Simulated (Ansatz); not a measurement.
Consider an atomisation energy of C2H3O2, SMILES [CH2]OC=O (Ansatz 0.2.0 through its Python package).

`tae_c2h3o2.py`:
```python
"""Energy to split C2H3O2 into its atoms."""

from collections import Counter

import ansatz as az

params = {
    "basis_set": "pcseg-2",
    "functional": "pbe",
}


def single_point(molecule, charge=0, unpaired=0):
    calc = molecule.calculation().basis(gaussian=params["basis_set"]).functional(params["functional"])
    if charge:
        calc = calc.charge(charge)
    if unpaired:
        calc = calc.spin("collinear", total=unpaired)
    report = calc.run(threads=1).report
    if report["published_state_doubts"]:
        print("  doubts:", report["published_state_doubts"])
    return report["free_energy_ev"]

GEOMETRY = """
C    -0.69860    0.86800   -0.06860
O     0.52240    0.48830    0.24760
C     0.72250   -0.84790    0.07990
O     0.05240   -1.69730   -0.29930
H    -1.46380    0.18390   -0.44610
H    -0.89810    1.98660    0.04980
H     1.82440   -1.04970    0.39110
"""


def main() -> None:
    system = az.Crystal.molecule()
    for line in GEOMETRY.strip().splitlines():
        symbol, *xyz = line.split()
        system = system.atom(symbol, [float(v) for v in xyz])

    # Hund ground states
    unpaired = {"C": 2, "O": 2, "H": 1}
    counts = Counter(site.symbol for site in system.cartesian_sites)
    atom_energy = {s: single_point(az.Crystal.molecule().atom(s, (0, 0, 0)), 0, unpaired[s]) for s in counts}
    whole = single_point(system, 0, 1)
    for s, e in atom_energy.items():
        print(f"{s:2s} x{counts[s]}  {e:14.5f} eV")
    print(f"C2H3O2: {whole:.5f} eV")
    split = sum(counts[s] * e for s, e in atom_energy.items()) - whole
    print(f"atomisation energy (no zero-point term): {96.485332 * split:.1f} kJ/mol, {split / sum(counts.values()):.3f} eV an atom")


if __name__ == "__main__":
    main()
```

What does it cost to take this molecule apart into atoms?

2926.6 kJ/mol from the electronic energies, without the zero-point term.

The run itself:

`python tae_c2h3o2.py` gives:
```text
C  x2     -1028.48099 eV
O  x2     -2041.10700 eV
H  x3       -13.60312 eV
C2H3O2: -6210.31763 eV
atomisation energy (no zero-point term): 2926.6 kJ/mol, 4.333 eV an atom
```

What to keep in mind:
- Total energies depend on the basis set; only differences at equal settings carry meaning.
- The geometry is a force-field or estimated start, not a minimum of this method, and the basis set is short of its limit. All parts are taken at fixed geometry, without zero-point energy.
- The species is open-shell (spin multiplicity 2).
- This functional overbinds, so such energies come out a few per cent too high (LDA far more).
- Wall time of the script: 2.9 s on 1 thread of Intel(R) Xeon(R) 6975P-C (Granite Rapids) (shared host), peak memory 0.25 GiB.

(Lines on the test bed's own set-up are left out of the output.)
